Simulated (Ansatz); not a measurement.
Geometry optimisation, Ansatz, DFT r2SCAN, scalar-relativistic, plane waves, PAW.

Input:

```yaml
crystal:
  lattice:
    - [-4.1246, -4.1246, 0.0]
    - [4.1246, -4.1246, 0.0]
    - [0.0, 0.0, 5.2948]
  atoms:
    - { symbol: Si, position: [0.5, 0.5, 0.0] }
    - { symbol: Si, position: [0.0, 0.5, 0.25] }
    - { symbol: O, position: [0.1943, 0.5, 0.0] }
    - { symbol: O, position: [0.0, 0.1943, 0.25] }
    - { symbol: O, position: [0.8057, 0.5, 0.0] }
    - { symbol: O, position: [0.0, 0.8057, 0.25] }
    - { symbol: Si, position: [0.5, 0.5, 0.5] }
    - { symbol: Si, position: [0.0, 0.5, 0.75] }
    - { symbol: O, position: [0.1943, 0.5, 0.5] }
    - { symbol: O, position: [0.0, 0.1943, 0.75] }
    - { symbol: O, position: [0.8057, 0.5, 0.5] }
    - { symbol: O, position: [0.0, 0.8057, 0.75] }
    - { symbol: Si, position: [0.0, 0.0, 0.0] }
    - { symbol: Si, position: [0.5, 0.0, 0.25] }
    - { symbol: O, position: [0.6943, 0.0, 0.0] }
    - { symbol: O, position: [0.5, 0.6943, 0.25] }
    - { symbol: O, position: [0.3057, 0.0, 0.0] }
    - { symbol: O, position: [0.5, 0.3057, 0.25] }
    - { symbol: Si, position: [0.0, 0.0, 0.5] }
    - { symbol: Si, position: [0.5, 0.0, 0.75] }
    - { symbol: O, position: [0.6943, 0.0, 0.5] }
    - { symbol: O, position: [0.5, 0.6943, 0.75] }
    - { symbol: O, position: [0.3057, 0.0, 0.5] }
    - { symbol: O, position: [0.5, 0.3057, 0.75] }
    - { symbol: Ga, position: [0.7465883, 0.7455214, 0.8736731], spin: 1.0 }
magnetization:
  spin_polarized: true
basis:
  ecutwfc: 500.0
kpoints:
  mp_grid: { grid: [2, 2, 2] }
hamiltonian:
  xc: r2scan
  pseudopotentials: { kind: paw, azcp: { folder: soft_1 } }
scf:
  occupations: { method: gaussian, width: 0.02 }
  lower_state_search: "off"
relax:
  f_tol: 0.03
  max_steps: 60
  adjacent_minimum: "off"
output:
  write_density: true
  write_potential: true
  elf: true
  volumetric_format: npy
```

Command:

```bash
$ ansatz run input.yaml --threads 4 --pin off --max-ram 10240MiB --backend cpu --events-out ev --progress --plain --runs-dir out
```

Problem. Where does it end, and by what steps?

Solution. The forces met the threshold. Limits of this set-up: coarse k mesh, a small cell, in which the defect meets its images, a typed lattice constant that wasn't relaxed here. After 18 steps the energy has fallen by 11.945 eV; O5 moved furthest, 0.83 Å. The start is strongly strained (largest force component 9 eV/Å), so its close contacts needn't be bonds. Parted: O5–Si8 (1.74 → 2.40 Å).

| step | energy less start (eV) | largest force component (eV/Å) | accepted |
| --- | --- | --- | --- |
| 0 | 0.0000 | 8.538 | yes |
| 1 | -4.6843 | 6.458 | yes |
| 2 | -9.3551 | 2.949 | yes |
| 3 | -10.8089 | 1.735 | yes |
| 4 | -11.1467 | 1.079 | yes |
| 5 | -11.4724 | 1.725 | yes |
| 6 | -11.6376 | 0.611 | yes |
| 7 | -11.5262 | 1.480 | no |
| 8 | -11.7659 | 0.262 | yes |
| 9 | -11.7880 | 0.300 | yes |
| 10 | -11.8523 | 0.717 | yes |
| 11 | -11.7787 | 1.577 | no |
| 12 | -11.9328 | 0.204 | yes |
| 13 | -11.9401 | 0.151 | yes |
| 14 | -11.9433 | 0.066 | yes |
| 15 | -11.9421 | 0.193 | no |
| 16 | -11.9445 | 0.047 | yes |
| 17 | -11.9430 | 0.150 | no |
| 18 | -11.9450 | 0.029 | yes |

```xyz
25
Lattice="-4.1246 -4.1246 0.0000 4.1246 -4.1246 0.0000 0.0000 0.0000 5.2948" Properties=species:S:1:pos:R:3
Si -0.081 -3.888 0.147
Si 2.046 -1.972 1.323
O 1.276 -2.857 0.013
O 0.628 -0.937 1.329
O -1.599 -4.779 0.452
O 3.347 -3.302 1.233
Si 0.064 -4.158 2.649
Si 2.017 -2.114 3.913
O 1.339 -2.904 2.612
O 0.825 -0.911 3.936
O -1.239 -5.352 2.608
O 3.308 -3.632 3.896
Si -0.028 -0.207 -0.044
Si -2.063 -2.075 1.333
O -2.861 -2.919 -0.057
O 0.863 -4.949 1.383
O -1.288 -1.352 -0.029
O -0.655 -3.112 1.466
Si 0.001 -0.076 2.592
Si -1.951 -2.116 3.862
O -2.822 -2.996 2.598
O 1.022 -4.994 3.707
O -1.219 -1.306 2.587
O -0.724 -3.304 3.949
Ga -0.209 -5.936 4.822
```

Whether the end is a true minimum wasn't checked by a vibrational analysis.

The run took 2.9 min on 4 threads of AMD EPYC 9R45 96-Core Processor (Zen 5) (shared host), peak memory 1.4 GiB.
